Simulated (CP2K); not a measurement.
# CdS at PBE/SZV: moving one setting at a time

Aim: start from a run with usual settings and see what each changed setting does to the results.

Program: CP2K 2026.2. Level of theory: PBE/SZV, atoms fixed, no spin polarisation. These are calculated values, not measurements.

## (1) The starting structure

The structure is hexagonal, space group P6_3mc (No. 186). The conventional cell has a = 4.165 Å, b = 4.165 Å, c = 6.766 Å, α = 90.00°, β = 90.00°, γ = 120.00°. Cd (site symmetry 3m) is surrounded by 4 S at 2.54 to 2.55 Å. Around S (site symmetry 3m) lie 4 Cd at 2.54 to 2.55 Å.

As a file:

```cif
data_structure
_symmetry_space_group_name_H-M 'P 1'
_symmetry_Int_Tables_number 1
_cell_length_a 4.1646
_cell_length_b 4.1646
_cell_length_c 6.7660
_cell_angle_alpha 90.000
_cell_angle_beta 90.000
_cell_angle_gamma 120.000
_cell_volume 101.63
loop_
_atom_site_label
_atom_site_type_symbol
_atom_site_fract_x
_atom_site_fract_y
_atom_site_fract_z
_atom_site_occupancy
Cd1 Cd 0.33333 0.66667 0.99904 1
Cd2 Cd 0.66667 0.33333 0.49904 1
S1 S 0.33333 0.66667 0.37596 1
S2 S 0.66667 0.33333 0.87596 1
```

The structure type (wurtzite) is imposed and need not be the compound's stable one.

## (2) The reference run

A small atomic basis brings errors of its own in gap and pressure, and the grid adds noise to the pressure.

run.inp

```
&GLOBAL
 PROJECT run
 RUN_TYPE ENERGY_FORCE
 PRINT_LEVEL LOW
&END GLOBAL
&FORCE_EVAL
 METHOD QS
 STRESS_TENSOR ANALYTICAL
 &DFT
  BASIS_SET_FILE_NAME BASIS_MOLOPT
  POTENTIAL_FILE_NAME GTH_POTENTIALS
  &QS
   EXTRAPOLATION USE_GUESS
  &END QS
  &MGRID
   CUTOFF 350
   REL_CUTOFF 50
  &END MGRID
  &XC
   &XC_FUNCTIONAL PBE
   &END XC_FUNCTIONAL
  &END XC
  &KPOINTS
   SCHEME MONKHORST-PACK 5 5 3
   SYMMETRY F
   FULL_GRID F
  &END KPOINTS
  &SCF
   ADDED_MOS 10
   EPS_SCF 1e-6
   MAX_SCF 80
   &DIAGONALIZATION
   &END DIAGONALIZATION
   &MIXING
    METHOD BROYDEN_MIXING
    ALPHA 0.3
   &END MIXING
   &SMEAR
    METHOD FERMI_DIRAC
    ELECTRONIC_TEMPERATURE [K] 232
   &END SMEAR
   &PRINT
    &ITERATION_INFO
    &END ITERATION_INFO
   &END PRINT
  &END SCF
  &PRINT
   &BAND_STRUCTURE
    FILE_NAME bands.bs
    ADDED_MOS 6
    &KPOINT_SET
     UNITS B_VECTOR
     SPECIAL_POINT 0.00000000 0.00000000 0.00000000
     NPOINTS 0
    &END KPOINT_SET
    &KPOINT_SET
     UNITS B_VECTOR
     SPECIAL_POINT 0.50000000 0.00000000 0.00000000
     NPOINTS 0
    &END KPOINT_SET
    &KPOINT_SET
     UNITS B_VECTOR
     SPECIAL_POINT 0.33333333 0.33333333 0.00000000
     NPOINTS 0
    &END KPOINT_SET
    &KPOINT_SET
     UNITS B_VECTOR
     SPECIAL_POINT 0.00000000 0.00000000 0.50000000
     NPOINTS 0
    &END KPOINT_SET
    &KPOINT_SET
     UNITS B_VECTOR
     SPECIAL_POINT 0.50000000 0.00000000 0.50000000
     NPOINTS 0
    &END KPOINT_SET
    &KPOINT_SET
     UNITS B_VECTOR
     SPECIAL_POINT 0.33333333 0.33333333 0.50000000
     NPOINTS 0
    &END KPOINT_SET
   &END BAND_STRUCTURE
  &END PRINT
 &END DFT
 &SUBSYS
  &CELL
   A 4.16460127 0.00000000 0.00000000
   B -2.08230063 3.60665050 0.00000000
   C 0.00000000 -0.00000000 6.76601052
  &END CELL
  &COORD
   SCALED
   Cd 0.33333333 0.66666667 -0.00096311
   Cd 0.66666667 0.33333333 0.49903689
   S 0.33333333 0.66666667 0.37596311
   S 0.66666667 0.33333333 0.87596311
  &END COORD
  &KIND Cd
   BASIS_SET SZV-MOLOPT-SR-GTH
   POTENTIAL GTH-PBE
  &END KIND
  &KIND S
   BASIS_SET SZV-MOLOPT-SR-GTH
   POTENTIAL GTH-PBE
  &END KIND
 &END SUBSYS
 &PRINT
  &STRESS_TENSOR
  &END STRESS_TENSOR
  &FORCES
  &END FORCES
 &END PRINT
&END FORCE_EVAL
```

On the command line:

```
cp2k.psmp -i run.inp
```

Output, shortened:

```text
[...]
 CP2K| version string:                                       CP2K version 2026.2
[...]
                             - Atoms:                                          4
[...]
                             - Spherical basis functions:                     26
[...]
 Number of electrons:                                                         36
[...]
     1 NoMix/Diag. 0.30E+00    0.3     0.86750201      -112.2631326975 -1.12E+02
[...]
    10 Broy./Diag. 0.30E+00    0.4     0.00000021      -112.5255767935  1.41E-06
  *** SCF run converged in    10 steps ***
[...]
  Overlap energy of the core charge distribution:               0.00000000043059
  Self energy of the core charge distribution:               -196.07419812646702
  Core Hamiltonian energy:                                     59.96359365315610
  Hartree energy:                                              41.49831657499445
  Exchange-correlation energy:                                -17.91328889560841
  Electronic entropic energy:                                  -0.00000000000060
  Fermi energy:                                                 0.16288598968024
  Total energy:                                              -112.52557679349491
  Total energy (extrapolated to T->0):                       -112.52557679349461
[...]
 ENERGY| Total FORCE_EVAL ( QS ) energy [hartree]           -112.525569355535737
 FORCES| Atomic forces [hartree/bohr]
 FORCES|   Atom     x               y               z               |f|
 FORCES|      1  4.27549265E-09  1.49777708E-06  1.48333268E-03   1.48333343E-03
 FORCES|      2 -4.27549491E-09 -1.47122319E-06  1.48307775E-03   1.48307848E-03
 FORCES|      3  5.64528474E-09  7.86758848E-08 -1.37929038E-03   1.37929038E-03
 FORCES|      4 -5.64512455E-09 -1.05268341E-07 -1.37945119E-03   1.37945120E-03
 FORCES| Sum     1.57924439E-13 -3.85678172E-11  2.07668852E-04
 FORCES| Total atomic force                                       2.07668852E-04
 STRESS| Analytical stress tensor [bar]
 STRESS|                        x                   y                   z
 STRESS|      x       -3.87045389075E+03   2.93287339505E-01  -2.01603202645E-07
 STRESS|      y        2.93287339505E-01  -3.86278941214E+03   3.14832709641E-01
 STRESS|      z       -2.01603202645E-07   3.14832709641E-01   5.87611028177E+03
 STRESS| 1/3 Trace                                            -6.19044340370E+02
 STRESS| Determinant                                           8.78522457388E+10
[...]
```

Wall time 5.9 s (2 threads of Intel Xeon 6975P-C (Granite Rapids), shared host); peak memory 0.3 GiB.

Gap 0.89 eV; pressure -0.1 GPa.

## (3) Change: XC_FUNCTIONAL = BLYP

Changes to run.inp since step 2:

```diff
@@ -19,3 +19,3 @@
   &XC
-   &XC_FUNCTIONAL PBE
+   &XC_FUNCTIONAL BLYP
    &END XC_FUNCTIONAL
```

On the command line:

```
cp2k.psmp -i run.inp
```

Output, shortened:

```text
[...]
 CP2K| version string:                                       CP2K version 2026.2
[...]
                             - Atoms:                                          4
[...]
                             - Spherical basis functions:                     26
[...]
 Number of electrons:                                                         36
[...]
     1 NoMix/Diag. 0.30E+00    0.2     0.88216248      -112.1202833855 -1.12E+02
[...]
    10 Broy./Diag. 0.30E+00    0.4     0.00000015      -112.3668746638 -3.13E-06
  *** SCF run converged in    10 steps ***
[...]
  Overlap energy of the core charge distribution:               0.00000000043059
  Self energy of the core charge distribution:               -196.07419812646702
  Core Hamiltonian energy:                                     60.04216148965319
  Hartree energy:                                              41.43636890245619
  Exchange-correlation energy:                                -17.77120692985434
  Electronic entropic energy:                                  -0.00000000000019
  Fermi energy:                                                 0.17480721720986
  Total energy:                                              -112.36687466378159
  Total energy (extrapolated to T->0):                       -112.36687466378149
[...]
 ENERGY| Total FORCE_EVAL ( QS ) energy [hartree]           -112.366864551458107
 FORCES| Atomic forces [hartree/bohr]
 FORCES|   Atom     x               y               z               |f|
 FORCES|      1  2.52039010E-09  1.45581060E-06  1.18975291E-03   1.18975380E-03
 FORCES|      2 -2.52039550E-09 -1.42962081E-06  1.18956352E-03   1.18956438E-03
 FORCES|      3  4.98137463E-09  7.72458784E-08 -1.33944100E-03   1.33944100E-03
 FORCES|      4 -4.98087379E-09 -1.03531312E-07 -1.33906960E-03   1.33906961E-03
 FORCES| Sum     4.95442396E-13 -9.56406310E-11 -2.99194168E-04
 FORCES| Total atomic force                                       2.99194168E-04
[...]
```

Wall time 5.3 s (2 threads of Intel Xeon 6975P-C (Granite Rapids), shared host); peak memory 0.29 GiB.

Totals of another method or basis aren't compared here.

## (4) Change: EPS_SCF = 1e-9

Changes to run.inp since step 3:

```diff
@@ -19,3 +19,3 @@
   &XC
-   &XC_FUNCTIONAL BLYP
+   &XC_FUNCTIONAL PBE
    &END XC_FUNCTIONAL
@@ -29,3 +29,3 @@
    ADDED_MOS 10
-   EPS_SCF 1e-6
+   EPS_SCF 1e-9
    MAX_SCF 80
```

On the command line:

```
cp2k.psmp -i run.inp
```

Output, shortened:

```text
[...]
 CP2K| version string:                                       CP2K version 2026.2
[...]
                             - Atoms:                                          4
[...]
                             - Spherical basis functions:                     26
[...]
 Number of electrons:                                                         36
[...]
     1 NoMix/Diag. 0.30E+00    0.2     0.86750201      -112.2631326975 -1.12E+02
[...]
    17 Broy./Diag. 0.30E+00    0.3     2.6716E-10      -112.5255693572  9.28E-10
  *** SCF run converged in    17 steps ***
[...]
  Overlap energy of the core charge distribution:               0.00000000043059
  Self energy of the core charge distribution:               -196.07419812646702
  Core Hamiltonian energy:                                     59.96359386425760
  Hartree energy:                                              41.49832359291941
  Exchange-correlation energy:                                -17.91328868831324
  Electronic entropic energy:                                  -0.00000000000060
  Fermi energy:                                                 0.16288606284497
  Total energy:                                              -112.52556935717325
  Total energy (extrapolated to T->0):                       -112.52556935717296
[...]
 ENERGY| Total FORCE_EVAL ( QS ) energy [hartree]           -112.525569355536064
 FORCES| Atomic forces [hartree/bohr]
 FORCES|   Atom     x               y               z               |f|
 FORCES|      1  4.27532106E-09  1.49778175E-06  1.48332053E-03   1.48332128E-03
 FORCES|      2 -4.27532295E-09 -1.47123118E-06  1.48306563E-03   1.48306636E-03
 FORCES|      3  5.64513171E-09  7.86810581E-08 -1.37927826E-03   1.37927826E-03
 FORCES|      4 -5.64497291E-09 -1.05270197E-07 -1.37943904E-03   1.37943904E-03
 FORCES| Sum     1.56904924E-13 -3.85753087E-11  2.07668860E-04
 FORCES| Total atomic force                                       2.07668860E-04
[...]
```

It took 6.3 s on 2 threads of Intel Xeon 6975P-C (Granite Rapids), shared host; peak memory 0.29 GiB.

Against the reference run the gap moves by 0.00 eV and the energy by 0.0 meV/atom.

## (5) Change: ELECTRONIC_TEMPERATURE = 3000

Changes to run.inp since step 4:

```diff
@@ -29,3 +29,3 @@
    ADDED_MOS 10
-   EPS_SCF 1e-9
+   EPS_SCF 1e-6
    MAX_SCF 80
@@ -39,3 +39,3 @@
     METHOD FERMI_DIRAC
-    ELECTRONIC_TEMPERATURE [K] 232
+    ELECTRONIC_TEMPERATURE [K] 3000
    &END SMEAR
```

On the command line:

```
cp2k.psmp -i run.inp
```

Output, shortened:

```text
[...]
 CP2K| version string:                                       CP2K version 2026.2
[...]
                             - Atoms:                                          4
[...]
                             - Spherical basis functions:                     26
[...]
 Number of electrons:                                                         36
[...]
     1 NoMix/Diag. 0.30E+00    0.3     0.86802718      -112.2631326975 -1.12E+02
[...]
    10 Broy./Diag. 0.30E+00    0.4     0.00000021      -112.5258113702  1.00E-06
  *** SCF run converged in    10 steps ***
[...]
  Overlap energy of the core charge distribution:               0.00000000043059
  Self energy of the core charge distribution:               -196.07419812646702
  Core Hamiltonian energy:                                     59.96149730527121
  Hartree energy:                                              41.50015401974328
  Exchange-correlation energy:                                -17.91248513886696
  Electronic entropic energy:                                  -0.00077943031626
  Fermi energy:                                                 0.17553456167610
  Total energy:                                              -112.52581137017266
  Total energy (extrapolated to T->0):                       -112.52542165501453
[...]
 ENERGY| Total FORCE_EVAL ( QS ) energy [hartree]           -112.525804115770654
 FORCES| Atomic forces [hartree/bohr]
 FORCES|   Atom     x               y               z               |f|
 FORCES|      1  4.28202070E-09  1.49484189E-06  1.50265891E-03   1.50265966E-03
 FORCES|      2 -4.28202651E-09 -1.46753392E-06  1.50240412E-03   1.50240484E-03
 FORCES|      3  5.64635564E-09  7.87728728E-08 -1.39880511E-03   1.39880511E-03
 FORCES|      4 -5.64622311E-09 -1.06115279E-07 -1.39897535E-03   1.39897536E-03
 FORCES| Sum     1.26722712E-13 -3.44381474E-11  2.07282572E-04
 FORCES| Total atomic force                                       2.07282572E-04
[...]
```

It took 5.4 s on 2 threads of Intel Xeon 6975P-C (Granite Rapids), shared host; peak memory 0.29 GiB.

Against the reference run the gap moves by 0.00 eV and the energy by -1.6 meV/atom.

## (6) Change: KPOINTS = 7x7x7

Changes to run.inp since step 5:

```diff
@@ -23,3 +23,3 @@
   &KPOINTS
-   SCHEME MONKHORST-PACK 5 5 3
+   SCHEME MONKHORST-PACK 7 7 7
    SYMMETRY F
@@ -39,3 +39,3 @@
     METHOD FERMI_DIRAC
-    ELECTRONIC_TEMPERATURE [K] 3000
+    ELECTRONIC_TEMPERATURE [K] 232
    &END SMEAR
```

On the command line:

```
cp2k.psmp -i run.inp
```

Output, shortened:

```text
[...]
 CP2K| version string:                                       CP2K version 2026.2
[...]
                             - Atoms:                                          4
[...]
                             - Spherical basis functions:                     26
[...]
 Number of electrons:                                                         36
[...]
     1 NoMix/Diag. 0.30E+00    0.6     0.86778734      -112.2631326975 -1.12E+02
[...]
    10 Broy./Diag. 0.30E+00    0.6     0.00000021      -112.5259947240  1.14E-06
  *** SCF run converged in    10 steps ***
[...]
  Overlap energy of the core charge distribution:               0.00000000043059
  Self energy of the core charge distribution:               -196.07419812646702
  Core Hamiltonian energy:                                     59.96042202128153
  Hartree energy:                                              41.50034380162982
  Exchange-correlation energy:                                -17.91256242088828
  Electronic entropic energy:                                  -0.00000000000044
  Fermi energy:                                                 0.16177900229511
  Total energy:                                              -112.52599472401378
  Total energy (extrapolated to T->0):                       -112.52599472401357
[...]
 ENERGY| Total FORCE_EVAL ( QS ) energy [hartree]           -112.525987308184682
 FORCES| Atomic forces [hartree/bohr]
 FORCES|   Atom     x               y               z               |f|
 FORCES|      1  4.27289665E-09  1.50043917E-06  1.39446696E-03   1.39446777E-03
 FORCES|      2 -4.27290485E-09 -1.47333942E-06  1.39420908E-03   1.39420986E-03
 FORCES|      3  5.64463014E-09  7.93203778E-08 -1.29049259E-03   1.29049259E-03
 FORCES|      4 -5.64447948E-09 -1.06457779E-07 -1.29065489E-03   1.29065489E-03
 FORCES| Sum     1.42460466E-13 -3.76578194E-11  2.07528561E-04
 FORCES| Total atomic force                                       2.07528561E-04
[...]
```

Wall time 8.6 s (2 threads of Intel Xeon 6975P-C (Granite Rapids), shared host); peak memory 0.3 GiB.

Against the reference run the gap moves by 0.00 eV and the energy by -2.8 meV/atom.

## (7) Change: ELECTRONIC_TEMPERATURE = 1000

Changes to run.inp since step 6:

```diff
@@ -23,3 +23,3 @@
   &KPOINTS
-   SCHEME MONKHORST-PACK 7 7 7
+   SCHEME MONKHORST-PACK 5 5 3
    SYMMETRY F
@@ -39,3 +39,3 @@
     METHOD FERMI_DIRAC
-    ELECTRONIC_TEMPERATURE [K] 232
+    ELECTRONIC_TEMPERATURE [K] 1000
    &END SMEAR
```

On the command line:

```
cp2k.psmp -i run.inp
```

Output, shortened:

```text
[...]
 CP2K| version string:                                       CP2K version 2026.2
[...]
                             - Atoms:                                          4
[...]
                             - Spherical basis functions:                     26
[...]
 Number of electrons:                                                         36
[...]
     1 NoMix/Diag. 0.30E+00    0.3     0.86847280      -112.2631326975 -1.12E+02
[...]
    10 Broy./Diag. 0.30E+00    0.4     0.00000020      -112.5255784280  1.08E-06
  *** SCF run converged in    10 steps ***
[...]
  Overlap energy of the core charge distribution:               0.00000000043059
  Self energy of the core charge distribution:               -196.07419812646702
  Core Hamiltonian energy:                                     59.96352853919196
  Hartree energy:                                              41.49836927538143
  Exchange-correlation energy:                                -17.91326785447024
  Electronic entropic energy:                                  -0.00001026204273
  Fermi energy:                                                 0.16515372806268
  Total energy:                                              -112.52557842796580
  Total energy (extrapolated to T->0):                       -112.52557329694443
[...]
 ENERGY| Total FORCE_EVAL ( QS ) energy [hartree]           -112.525570968977249
 FORCES| Atomic forces [hartree/bohr]
 FORCES|   Atom     x               y               z               |f|
 FORCES|      1  4.27570353E-09  1.49773520E-06  1.48414361E-03   1.48414437E-03
 FORCES|      2 -4.27570463E-09 -1.47115560E-06  1.48388869E-03   1.48388941E-03
 FORCES|      3  5.64540048E-09  7.86954151E-08 -1.38010504E-03   1.38010504E-03
 FORCES|      4 -5.64524132E-09 -1.05313476E-07 -1.38026609E-03   1.38026610E-03
 FORCES| Sum     1.58062646E-13 -3.84604580E-11  2.07661163E-04
 FORCES| Total atomic force                                       2.07661163E-04
[...]
```

Wall time 5.5 s (2 threads of Intel Xeon 6975P-C (Granite Rapids), shared host); peak memory 0.3 GiB.

Against the reference run the gap moves by 0.00 eV and the energy by 0.0 meV/atom.

## (8) Change: MAX_SCF = 2

Changes to run.inp since step 7:

```diff
@@ -30,3 +30,3 @@
    EPS_SCF 1e-6
-   MAX_SCF 80
+   MAX_SCF 2
    &DIAGONALIZATION
@@ -39,3 +39,3 @@
     METHOD FERMI_DIRAC
-    ELECTRONIC_TEMPERATURE [K] 1000
+    ELECTRONIC_TEMPERATURE [K] 232
    &END SMEAR
```

On the command line:

```
cp2k.psmp -i run.inp
```

Output:

```text
[... start of the log left out ...]
  Exchange-correlation energy:                                -18.06067108850892
  Electronic entropic energy:                                  -0.00000000673907
  Fermi energy:                                                 0.18425635993006

  Total energy:                                              -114.39417519960045
  Total energy (extrapolated to T->0):                       -114.39417519623092

 *******************************************************************************
 *   ___                                                                       *
 *  /   \                                                                      *
 * [ABORT]                                                                     *
 *  \___/     SCF run NOT converged. To continue the calculation regardless,   *
 *    |             please set the keyword IGNORE_CONVERGENCE_FAILURE.         *
 *  O/|                                                                        *
 * /| |                                                                        *
 *******************************************************************************

 ===== Routine Calling Stack =====

            4 scf_env_do_scf
            3 qs_energies
            2 qs_forces
            1 CP2K
--------------------------------------------------------------------------
MPI_ABORT was invoked on rank 0 in communicator MPI_COMM_WORLD
  Proc: [[42859,0],0]
  Errorcode: 1

NOTE: invoking MPI_ABORT causes Open MPI to kill all MPI processes.
You may or may not see output from other processes, depending on
exactly when Open MPI kills them.
--------------------------------------------------------------------------
```

It took 1.9 s on 2 threads of Intel Xeon 6975P-C (Granite Rapids), shared host; peak memory 0.28 GiB.

The run did not converge: «SCF run NOT converged».

## (9) Results

| change | ends | gap (eV) | energy (meV/atom) | pressure (GPa) | time |
| --- | --- | --- | --- | --- | --- |
| none | converged | 0.89 | 0 | -0.1 | 5.9 s |
| XC_FUNCTIONAL = BLYP | converged | +0.03 | – | +3.3 | 5.3 s |
| EPS_SCF = 1e-9 | converged | 0.00 | 0.0 | 0.0 | 6.3 s |
| ELECTRONIC_TEMPERATURE = 3000 | converged | 0.00 | -1.6 | +0.1 | 5.4 s |
| KPOINTS = 7x7x7 | converged | 0.00 | -2.8 | 0.0 | 8.6 s |
| ELECTRONIC_TEMPERATURE = 1000 | converged | 0.00 | 0.0 | 0.0 | 5.5 s |
| MAX_SCF = 2 | not converged | – | – | – | 1.9 s |

The first row holds values, the others changes from it. Keys are the program's: temperature in eV (tblite) or K (CP2K), cutoffs in Ry, CUTOFP in Å. Among the numerical settings, KPOINTS = 7x7x7 moves the energy most (-2.8 meV/atom). 1 of the 6 changes gave no result. The changed runs test settings; they are no properties of the crystal.
